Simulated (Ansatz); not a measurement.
# Zr2TiC3: the cost of one run

Computed with Ansatz 0.2.0 (DFT PBE, scalar-relativistic, plane waves, PAW, unless a step's input says otherwise).

## (1) The system as given

Symmetry: P-3m1, No. 164, trigonal system. Conventional cell: a = 3.442 Å, b = 3.442 Å, c = 8.432 Å, α = 90.00°, β = 90.00°, γ = 120.00°. Zr (site symmetry 3m) has 6 C at 2.43 Å as nearest neighbours. Ti (site symmetry -3m) is surrounded by 6 C at 2.43 Å. C (site symmetry 3m) has 3 Zr at 2.43 Å and 3 Ti at 2.43 Å as nearest neighbours. C (site symmetry -3m) has 6 Zr at 2.43 Å as nearest neighbours.

Coordinates:

```
Zr Ti C
1.0
     3.44241    0.00000    0.00000
    -1.72120    2.98121    0.00000
     0.00000    0.00000    8.43215
Zr Ti C
2 1 3
Cartesian
  0.0000 1.9875 5.6214
  1.7212 0.9937 2.8107
  0.0000 0.0000 0.0000
  1.7212 0.9937 7.0268
  0.0000 1.9875 1.4054
  0.0000 0.0000 4.2161
```

The start is an ordering of an alloy on its end members' structure types: elements ordered on the sites of the ZrC type, Ti/Zr on Zr (P-3m1, No. 164).

## (2) A first look at the guess

Input file input.yaml:

```yaml
crystal:
  lattice:
    - [3.44240981, 0.0, 0.0]
    - [-1.72120491, 2.98121435, 0.0]
    - [0.0, 0.0, 8.43214753]
  atoms:
    - { symbol: Zr, position: [0.33333333, 0.66666667, 0.66666667] }
    - { symbol: Zr, position: [0.66666667, 0.33333333, 0.33333333] }
    - { symbol: Ti, position: [0.0, 0.0, 0.0] }
    - { symbol: C, position: [0.66666667, 0.33333333, 0.83333333] }
    - { symbol: C, position: [0.33333333, 0.66666667, 0.16666667] }
    - { symbol: C, position: [0.0, 0.0, 0.5] }
basis:
  ecutwfc: 420
kpoints:
  mp_grid: { grid: [6, 6, 2] }
hamiltonian:
  xc: pbe
scf:
  occupations: { method: gaussian, width: 0.1 }
  lower_state_search: "off"
output:
  forces: true
  stress: true
  eigenvalues: true
```

Launch:

```
$ ansatz run input.yaml --threads 1 --pin off --max-ram 2560MiB --backend cpu --events-out ev --progress --plain --runs-dir out
```

**Question.** How long does this run take on 1 thread of Intel Xeon 6975P-C (Granite Rapids), shared host, and how much memory does it need?

About 1.2 s, with a peak of 0.41 GiB.
